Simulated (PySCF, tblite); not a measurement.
**C₆H₉FN radical: geometry, infrared bands and EPR parameters**

Wanted: the infrared bands and EPR parameters of C₆H₉FN radical (`CC/N=C1/C[CH][C@H]1F`), by calculation.

Computed with tblite 0.8.0 and PySCF 2.14.0, with density-fitted response routines of our own, on a single molecule in the gas phase. Atoms are numbered from 0 throughout.

### 1 The molecule as given

17 atoms, charge 0, multiplicity 2; geometry from: force field or distance geometry start.

Bonds of the start (Å): C0–C1 1.53, C1–N2 1.45, N2–C3 1.29, C3–C4 1.50, C4–C5 1.49, C5–C6 1.48, C6–F7 1.34, C6–C3 1.51, C0–H8 1.10, C0–H9 1.08, C0–H10 1.09, C1–H11 1.11, C1–H12 1.08, C4–H13 1.08, C4–H14 1.10, C5–H15 1.07, C6–H16 1.10.

### 2 Geometry optimisation with GFN2-xTB

What the job is given:

```
{"job": {"kind": "relax", "xc": "GFN2-xTB", "basis": "xTB"}, "charge": 0, "multiplicity": 2}
C      2.788200    -0.006600     0.870000
C      1.407700    -0.470800     0.397500
N      0.517800     0.672400     0.392600
C     -0.684700     0.399800     0.002500
C     -1.900000     1.261900    -0.147900
C     -2.625300     0.031100    -0.556400
C     -1.435000    -0.841500    -0.413100
F     -1.022800    -1.298800    -1.603500
H      2.728500     0.427800     1.875600
H      3.480500    -0.841200     0.901400
H      3.175300     0.760200     0.195500
H      1.042100    -1.248600     1.097600
H      1.498900    -0.910400    -0.584200
H     -2.262300     1.709400     0.767600
H     -1.820500     2.015200    -0.949000
H     -3.358500    -0.044000    -1.327900
H     -1.536900    -1.604000     0.368600
```

Run with:

```
$ OMP_NUM_THREADS=1 python probes_run.py task.json out
```

The driver reads the jobs from task.json and runs them one after another.

**Question.** This job is followed by: GFN2-xTB harmonic vibrations, gas phase; UKS B3LYP, pcH-1 on C F H N, non-relativistic, mean-field spin-orbit, GIAO. Predict these results of the whole session: strongest single infrared mode (GFN2-xTB); zero-point energy (GFN2-xTB); g(iso) (B3LYP); ⟨S²⟩; largest a(iso) (averaged by class); surface potential, 1st and 99th percentile.

**Answer**, as computed:

| quantity | value |
| --- | --- |
| strongest single infrared mode (GFN2-xTB) | 1820 cm⁻¹, 139 km/mol |
| zero-point energy (GFN2-xTB) | 84.4 kcal/mol |
| g(iso) (B3LYP) | 2.00254 |
| ⟨S²⟩ | 0.754 (exact 0.75) |
| largest a(iso) (averaged by class) | 13C on C5, 135.7 MHz |
| surface potential, 1st and 99th percentile | -1.53 V and 1.02 V |

**Reading.** The optimisation took 141 steps and gained 0.372 eV; among the close pairs (by a distance rule), N2–C3 changed most, from 1.293 to 1.244 Å. All 45 modes are real, so the xTB geometry is a minimum. The strongest single mode, at 1820 cm⁻¹, moves mainly C3 and N2. GFN2-xTB is a fitted tight-binding method: band positions and strengths are rough. Its intensities can rank the bands wrongly. Most of the unpaired spin sits on C5 (0.99 e). The isotropic g lies 0.2 ppt above the free-electron value.
